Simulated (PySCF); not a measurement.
# KGa: bond curves at several levels of theory

An exercise on one series of results from a longer session: the logs are not shown, and one member is left open.

Computed with PySCF 2.14.0. Level: K pcseg-1, Ga pcseg-1, no relativity.

The first run:

The job is set up so:

```yaml
atoms: K, Ga
charge: 0
basis: K pcseg-1, Ga pcseg-1
Hamiltonian: no relativity
basis_functions: 51
electrons_treated: 50
masses_in_u: 38.9637, 68.9256
levels: PBE0, PBE, r²SCAN, B97-3, TPSS, B3LYP, ωB97X, HF, MP2, SCS-MP2, CCSD, CCSD(T)
grid: 80 radial by 434 angular points
occupations: held fixed by the projection of orbital angular momentum
dissociation_limit: K + Ga, each in its ground configuration
starting_distance_in_angstrom: 3.150
values_of_2S_to_try: 0, 2
```

The run is started by

```
OMP_NUM_THREADS=1 python dia.py task.json out
```

Among the steps run: Input; The PBE0 curve of the state that the search chose; Other states along the same grid; PBE (GGA); r²SCAN; B97-3; TPSS (meta-GGA); B3LYP (global hybrid GGA); ωB97X; UHF (mean field); Correlated methods on the Hartree–Fock reference.

One of the session's tables, all rows but one given; the rest of the session is left out.

It belongs to the step «The curves together». Energy (eV) from each level's lowest point:

| R (Å) | UHF | UHF-MP2 | UHF-SCS-MP2 | UHF-CCSD | UHF-CCSD(T) |
| --- | --- | --- | --- | --- | --- |
| 2.868 | 0.357 | 0.277 | 0.292 | n/a | n/a |
| 3.002 | 0.187 | 0.135 | 0.145 | 0.144 | 0.141 |
| 3.135 | 0.083 | 0.052 | 0.058 | 0.058 | 0.056 |
| 3.235 | 0.036 | 0.018 | 0.022 | 0.021 | 0.020 |
| 3.335 | ? | ? | ? | ? | ? |
| 3.435 | 0.000 | 0.000 | 0.000 | 0.000 | 0.000 |
| 3.568 | 0.003 | 0.014 | 0.011 | 0.012 | 0.013 |
| 3.735 | 0.022 | 0.048 | 0.040 | 0.044 | 0.047 |
| 3.935 | 0.053 | 0.105 | 0.088 | 0.097 | 0.102 |
| 4.202 | 0.094 | 0.186 | 0.154 | n/a | n/a |

Estimate the missing values for R (Å) = 3.335.

Worked estimate for «UHF». A straight line through the neighbours (3.235, 0.036) and (3.435, 0.000) gives 0.036 + (0.000 − 0.036) × (3.335 − 3.235) / (3.435 − 3.235) = 0.018; a parabola fitted to 4 rows on both sides gives 0.011.

The run gave: UHF: 0.011; UHF-MP2: 0.002; UHF-SCS-MP2: 0.004; UHF-CCSD: 0.003; UHF-CCSD(T): 0.003. In «UHF» the line misses by +0.007 and the parabola by 0.000.

State 2 has its PBE0 minimum 0.10 eV higher. The other levels ran on the lowest alone.
